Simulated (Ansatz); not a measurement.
Consider an atomisation energy of BH4N2, SMILES N[B]N (the Ansatz DFT code, driven from Python).

Contents of `bh4n2.xyz`:
```text
7

N    -0.71880    0.02690   -0.93420
B    -0.36880   -0.67040    0.32010
N     0.93410   -0.37020    0.98030
H    -1.64760   -0.25550   -1.20530
H    -0.85760    1.07440   -0.71250
H     0.97900    0.66410    1.21810
H     1.74100   -0.53740    0.28780
```

Script `bh4n2.py`:
```python
"""Energy to split BH4N2 into its atoms."""

from collections import Counter

import ansatz as az

BASIS_SET = "6-31G*"
FUNCTIONAL = "PBE0"


def energy_of(molecule, charge=0, unpaired=0):
    calc = molecule.calculation().basis(gaussian=BASIS_SET).functional(FUNCTIONAL)
    if charge:
        calc = calc.charge(charge)
    if unpaired:
        calc = calc.spin("collinear", total=unpaired)
    return calc.run(threads=1).report["free_energy_ev"]

geometry = az.Crystal.molecule_from_extxyz("bh4n2.xyz")

# unpaired electrons of the ground-state atoms
unpaired = {"N": 3, "B": 1, "H": 1}
counts = Counter(site.symbol for site in geometry.cartesian_sites)
atom_energy = {s: energy_of(az.Crystal.molecule().atom(s, (0, 0, 0)), 0, unpaired[s]) for s in counts}
whole = energy_of(geometry, 0, 1)
for s, e in atom_energy.items():
    print(f"{s:2s} x{counts[s]}  {e:14.5f} eV")
print(f"BH4N2: {whole:.5f} eV")
split = sum(counts[s] * e for s, e in atom_energy.items()) - whole
print(f"atomisation energy (no zero-point term): {23.060548 * split:.1f} kcal/mol, {split / sum(counts.values()):.3f} eV an atom")
```

What does it cost to take this molecule apart into atoms?

554.1 kcal/mol from the electronic energies, without the zero-point term.

What the script printed:

Output of `python bh4n2.py`:
```text
N  x2     -1483.72008 eV
B  x1      -669.66119 eV
H  x4       -13.58146 eV
BH4N2: -3715.45516 eV
atomisation energy (no zero-point term): 554.1 kcal/mol, 3.433 eV an atom
```

Notes:
- Total energies depend on the basis set; only differences at equal settings carry meaning.
- The geometry is a force-field or estimated start, not a minimum of this method, and the basis set is short of its limit. All parts are taken at fixed geometry, without zero-point energy.
- The species is open-shell (spin multiplicity 2).
- Wall time of the script: 2.2 s on 1 thread of Arm Neoverse V1 (shared host), peak memory 0.17 GiB.

(Lines on the test bed's own set-up are left out of the output.)
